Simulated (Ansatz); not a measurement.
This script drives the Ansatz DFT code, driven from Python.

`run_adiabatic.py`
```python
'''How AsI relaxes after losing an electron.'''

import itertools

import ansatz
from ase.data import atomic_numbers, covalent_radii
import numpy as np

BASIS = 'def2-SVP'
FUNCTIONAL = 'PBE'
NET_CHARGE = 1

GEOMETRY = '''
As    0.00000    0.00000    0.00000
I     0.00000    0.00000    2.48500
'''

molecule = ansatz.Crystal.molecule()
for line in GEOMETRY.strip().splitlines():
    symbol, *xyz = line.split()
    molecule = molecule.atom(symbol, [float(v) for v in xyz])

calc = (
    molecule.calculation()
    .basis(gaussian=BASIS)
    .functional(FUNCTIONAL)
    .spin('collinear', total=2)
)
symbols = [site.symbol for site in molecule.cartesian_sites]
start = np.array([site.position_ang for site in molecule.cartesian_sites], dtype=float)
report = calc.relax(force_tolerance=0.01).run(threads=1).report
end = np.array(report['positions_ang'])

minimum = ansatz.Crystal.molecule()
for symbol, place in zip(symbols, end):
    minimum = minimum.atom(symbol, place.tolist())
ion = (
    minimum.calculation()
    .basis(gaussian=BASIS)
    .functional(FUNCTIONAL)
    .charge(NET_CHARGE)
    .spin('collinear', total=1)
)
vertical = ion.run(threads=1).report
settled = ion.relax(force_tolerance=0.01, max_steps=80).run(threads=1).report
print(f'vertical ionisation energy   {vertical["free_energy_ev"] - report["free_energy_ev"]:.3f} eV')
print(f'adiabatic, no zero point     {settled["free_energy_ev"] - report["free_energy_ev"]:.3f} eV')
print(f'relaxation energy of the ion {vertical["free_energy_ev"] - settled["free_energy_ev"]:.3f} eV')
ionised = np.array(settled['positions_ang'])
# pairs closer than 1.2 times the sum of covalent radii, before or after
radius = [covalent_radii[atomic_numbers[s]] for s in symbols]
span = lambda where, i, j: np.linalg.norm(where[i] - where[j])
bonded = [(i, j) for i, j in itertools.combinations(range(len(symbols)), 2) if min(span(end, i, j), span(ionised, i, j)) < 1.2 * (radius[i] + radius[j])]
print('pair        before    after (A)')
for i, j in bonded:
    print(f'{symbols[i]}{i}-{symbols[j]}{j}'.ljust(10), f'{span(end, i, j):8.4f} {span(ionised, i, j):8.4f}')
```

It is started by `python run_adiabatic.py`. Estimate its wall time and peak memory on 1 thread of Arm Neoverse V2 (shared host).

It took about 32 s, with a peak of 0.21 GiB, for 3 runs of the engine.

```console
$ python run_adiabatic.py
vertical ionisation energy   8.526 eV
adiabatic, no zero point     8.443 eV
relaxation energy of the ion 0.083 eV
pair        before    after (A)
As0-I1       2.5190   2.4081
```

Caveats:
- The energies are electronic: no zero-point or thermal terms, and the basis set is short of its limit. The product may relax into another structure. Each relaxation finds its nearest minimum, which needn't be the lowest.
- def2 sets replace the cores of elements past krypton by effective core potentials.
- The run takes the species as open-shell (spin multiplicity 3), which needn't be its ground state.
- Only the spin states typed were run; another state of an ion can lie lower, by up to an eV or two.
- The spin state was assumed, and another may lie lower.
